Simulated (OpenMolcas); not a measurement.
# Ta²⁺ among point charges: CASSCF and CASPT2 levels, g values and susceptibility

Aim: the splitting of the states of Ta²⁺ in the field of 5 point charges, its lowest levels with spin-orbit coupling and its magnetic susceptibility.

Method: state-averaged CASSCF and CASPT2, spin-orbit coupling by RASSI with atomic mean-field integrals. Code: OpenMolcas 26.06.

## Step 1: The atom as given

* Species: Ta²⁺ (tantalum, Z = 73, 71 electrons)
* Basis: ANO-RCC-VDZP [7s6p4d2f1g], 68 functions
* Scalar Hamiltonian: DKH2, point nucleus
* Inactive shells: 1s 2s 2p 3s 3p 3d 4s 4p 4d 4f 5s 5p
* Active space: 3 electrons in 5 orbitals (5d)
* Some configurations of this space: 5d3
* Orbitals: optimised for each spin and parity, averaged over all roots

Outer shells as boxes (Hund's rule):

5d3
```
5d [↑ ][↑ ][↑ ][  ][  ]
```

The ion sits among 5 point charges of -0.5 e arranged as a trigonal bipyramid (D3h), 2.06 Å from the ion, with the axial distance 2.328 Å.

The work runs as a chain of OpenMolcas steps in one folder; each step below is one input file. The outputs are cut to the sections that carry results. Labels, J, g values, rates, χT and fits are worked out afterwards by a script from the matrices that RASSI stores.

## Step 2: Basis and integrals

a.inp

```
&GATEWAY
Coord
1

Ta 0.0 0.0 0.0
Basis=ANO-RCC-VDZP
Group=NoSym
NoMove
AngMom=0.0 0.0 0.0
AMFI
XField
5 Angstrom 0
2.060000 0.000000 0.000000 -0.500000
-1.030000 1.784012 0.000000 -0.500000
-1.030000 -1.784012 0.000000 -0.500000
0.000000 0.000000 2.327800 -0.500000
0.000000 0.000000 -2.327800 -0.500000
&SEWARD
```

Run with:

```console
$ OMP_NUM_THREADS=1 MOLCAS_MEM=1689 MOLCAS_PROJECT=a pymolcas a.inp > a.log
```

## Step 3: Reference wave functions, quartets, 10 roots

a.inp

```
&RASSCF
FileOrb=start.orb
Symmetry=1
Spin=4
nActEl=3 0 0
Inactive=34
Ras2=5
CIRoot=10 10 1
SDav=10
CIMx=300
Iter=120 100
PrWF=0.3
OrbListing=Nothing
MaxOrb=0
>>> COPY $Project.JobIph JOB001
```

start.orb holds the contracted functions of the basis, ordered by shell, or the orbitals of the step before.

## Step 4: Reference wave functions, doublets, 40 roots

a.inp

```
&RASSCF
FileOrb=start.orb
Symmetry=1
Spin=2
nActEl=3 0 0
Inactive=34
Ras2=5
CIRoot=40 40 1
SDav=40
CIMx=300
Iter=120 100
PrWF=0.3
OrbListing=Nothing
MaxOrb=0
>>> COPY $Project.JobIph JOB002
```

## Step 5: RASSI: spin-orbit coupling between the states

a.inp

```
&RASSI
NrOfJobIphs=2 10 40
1 2 3 4 5 6 7 8 9 10
1 2 3 4 5 6 7 8 9 10 11 12 13 14 15 16 17 18 19 20 21 22 23 24 25 26 27
28 29 30 31 32 33 34 35 36 37 38 39 40
IphNames
JOB001
JOB002
EJob
SpinOrbit
DIPRint=1.0
SOCoupling=1000.0
Subsets=2
Property=9
'ANGMOM' 1 'ANGMOM' 2 'ANGMOM' 3 'MLTPL  1' 1 'MLTPL  1' 2 'MLTPL  1' 3
'AMFI' 1 'AMFI' 2 'AMFI' 3
SOProperty=3
'ANGMOM' 1 'ANGMOM' 2 'ANGMOM' 3
```

## Step 6: CASPT2: IPEA 0.25, imaginary shift 0.1 (closed shells correlated: 4f 5s 5p)

a.inp

```
>>> COPY JOB001 $Project.JobIph
&CASPT2
Multistate=10 1 2 3 4 5 6 7 8 9 10
NoMult
Frozen=23
IPEA=0.25
Imaginary=0.1
MaxIter=60
WThr=0.0 0.3 0.05
PrWF=0.5
NoMix
>>> COPY JOB002 $Project.JobIph
&CASPT2
Multistate=40 1 2 3 4 5 6 7 8 9 10 11 12 13 14 15 16 17 18 19 20 21 22
23 24 25 26 27 28 29 30 31 32 33 34 35 36 37 38 39 40
NoMult
Frozen=23
IPEA=0.25
Imaginary=0.1
MaxIter=60
WThr=0.0 0.3 0.05
PrWF=0.5
NoMix
```

(Steps that only read results are left out.)

Before running it: what results should come out? Wanted: spin-free ground state; first state of the same spin; lowest level; next level.

The runs gave:

| quantity | value |
| --- | --- |
| method | SS-CASPT2, IPEA 0.25, imaginary shift 0.1 (closed shells correlated: 4f 5s 5p) |
| spin-free ground state | 4E, 2-fold in its orbital part |
| first state of the same spin | 4E at 2840 cm⁻¹ |
| lowest level | 2-fold E1/2, g = 0.80, 0.80, 1.30 |
| next level | 420.9 cm⁻¹ |
| χT at 300 K | 0.18 cm³ K/mol |
| effective moment at 300 K | 1.20 μB |

Cost by method:

```
                                                 method  time of its own steps  time with the reference
                                              A. CASSCF                   14 s                     14 s
B. SS-CASPT2, IPEA 0.25, imaginary shift 0.1, +4f 5s 5p                   17 s                     30 s
```

Times are of one thread on a shared host.

**Reading.** The spin-free ground state (4E) comes to 100 % from free-ion F terms and keeps the highest spin of the shell. χT at 300 K is 0.18, against 1.88 cm³ K/mol for the spin alone, so orbital moment lowers it. CASPT2 does not keep the components of a term degenerate, and the means are used. Point charges give too small a field for d ions at true ligand charges. Point charges carry no covalency, so the field is a model and not that of real ligands.
